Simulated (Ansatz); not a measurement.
# Si3N4: the cost of one run

Computed with Ansatz 0.2.0 (DFT r2SCAN, scalar-relativistic, plane waves, PAW, unless a step's input says otherwise).

## (1) The starting structure

Symmetry: I-43d, No. 220, cubic system. Conventional cell: a = 6.442 Å, b = 6.442 Å, c = 6.442 Å, α = 90.00°, β = 90.00°, γ = 90.00°. Around Si (site symmetry -4) lie 4 N at 1.74 Å. N (site symmetry 3) has 3 Si at 1.74 Å as nearest neighbours.

Structure file:

```
Si N
1.0
    -3.22120    3.22120    3.22120
     3.22120   -3.22120    3.22120
     3.22120    3.22120   -3.22120
Si N
6 8
Direct
  0.25000 0.12500 0.87500
  0.87500 0.25000 0.12500
  0.75000 0.37500 0.62500
  0.62500 0.75000 0.37500
  0.12500 0.87500 0.25000
  0.37500 0.62500 0.75000
  0.56244 0.56244 0.56244
  0.43756 0.50000 0.00000
  0.50000 0.00000 0.93756
  0.00000 0.43756 0.50000
  0.93756 0.50000 0.00000
  0.06244 0.06244 0.06244
  0.00000 0.93756 0.50000
  0.50000 0.00000 0.43756
```

This cell was relaxed beforehand with the same method: volume 9.55 Å³/atom, gap on the mesh 4.75 eV.

## (2) Volume × 0.97

input.yaml

```yaml
crystal:
  lattice:
    - [-3.1886644518, 3.1886644518, 3.1886644518]
    - [3.1886644518, -3.1886644518, 3.1886644518]
    - [3.1886644518, 3.1886644518, -3.1886644518]
  atoms:
    - { symbol: Si, position: [0.25, 0.125, 0.875] }
    - { symbol: Si, position: [0.875, 0.25, 0.125] }
    - { symbol: Si, position: [0.75, 0.375, 0.625] }
    - { symbol: Si, position: [0.625, 0.75, 0.375] }
    - { symbol: Si, position: [0.125, 0.875, 0.25] }
    - { symbol: Si, position: [0.375, 0.625, 0.75] }
    - { symbol: "N", position: [0.5624397786, 0.5624397786, 0.5624397786] }
    - { symbol: "N", position: [0.4375602214, 0.5, 0.0] }
    - { symbol: "N", position: [0.5, 0.0, 0.9375602214] }
    - { symbol: "N", position: [0.0, 0.4375602214, 0.5] }
    - { symbol: "N", position: [0.9375602214, 0.5, 0.0] }
    - { symbol: "N", position: [0.0624397786, 0.0624397786, 0.0624397786] }
    - { symbol: "N", position: [0.0, 0.9375602214, 0.5] }
    - { symbol: "N", position: [0.5, 0.0, 0.4375602214] }
basis:
  ecutwfc: 500
kpoints:
  mp_grid: { grid: [6, 6, 6] }
hamiltonian:
  xc: r2scan
scf:
  occupations: { method: gaussian, width: 0.02 }
output:
  forces: true
  stress: true
  eigenvalues: true
relax:
  adjacent_minimum: "off"
  f_tol: 0.01
  max_steps: 30
```

Started as:

```console
> ansatz run input.yaml --threads 4 --pin off --max-ram 10240MiB --backend cpu --events-out ev --progress --plain --runs-dir out
```

What time and memory should one allow on 4 threads of Intel Xeon at 2.50GHz (Skylake/Cascade Lake), shared host?

About 33 s, with a peak of 0.81 GiB.
